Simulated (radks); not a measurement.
**Polarisabilities and dispersion coefficients of F⁺, Se⁺, Nb³⁺ and others**

One table from this session's results is given with a row withheld; the runs are named, their logs left out.

The numbers are computed with radks (a radial shooting solver on a logarithmic mesh, Libxc functionals) version 1 (non-relativistic Kohn-Sham, exchange-only LDA, spin-polarised, spherical densities, point nucleus; open shells are filled with parallel spins first), except any that are marked as measured or tabulated.

**The atom as given**

| Quantity | Value |
| --- | --- |
| species | F⁺ ([He] 2s2 2p4), Se⁺ ([Ar] 3d10 4s2 4p3), Nb³⁺ ([Kr] 4d2), Ne ([Ne]), Nb ([Kr] 4d4 5s1), Ca ([Ar] 4s2), S ([Ne] 3s2 3p4), As⁺ ([Ar] 3d10 4s2 4p2) |

Set-up of the first run:

The run's settings:

```text
Z 9
configuration [He] 2s2 2p4
relativity non-relativistic
functional lda,
spin polarised
nucleus point
response adiabatic LDA kernel
```

Among the steps run: F⁺, [He] 2s2 2p4; Se⁺, [Ar] 3d10 4s2 4p3; Nb³⁺, [Kr] 4d2; Ne, [Ne]; Nb, [Kr] 4d4 5s1; Ca, [Ar] 4s2; S, [Ne] 3s2 3p4; As⁺, [Ar] 3d10 4s2 4p2.

One table of the session follows, with a row left open; its other results are not shown here.

```
species  −ε(HOMO) (eV)  α (bohr³)  α uncoupled (bohr³)  C6 (hartree bohr⁶)
     F⁺         24.160      1.959                2.419               3.706
    Se⁺         15.533      15.00                23.33               94.20
   Nb³⁺         30.584      6.138                8.735               26.83
     Ne         12.056      3.260                3.749               7.991
     Nb          3.335      100.1                180.3                1146
     Ca          3.030      162.9                318.2                2262
      S          4.741      23.24                34.91               163.1
    As⁺              ?          ?                    ?                   ?
```

**Question.** Estimate the row for As⁺.

The run gave: −ε(HOMO) (eV): 13.253; α (bohr³): 17.57; α uncoupled (bohr³): 27.47; C6 (hartree bohr⁶): 108.6. In the column «−ε(HOMO) (eV)» it lies between Ne (12.056) and Se⁺ (15.533).

In words: Uncoupled leaves out the potential induced by the response; C8 is given only where no p, d or f shell is open. For heavy and open-shell atoms this level can miss by tens of per cent.
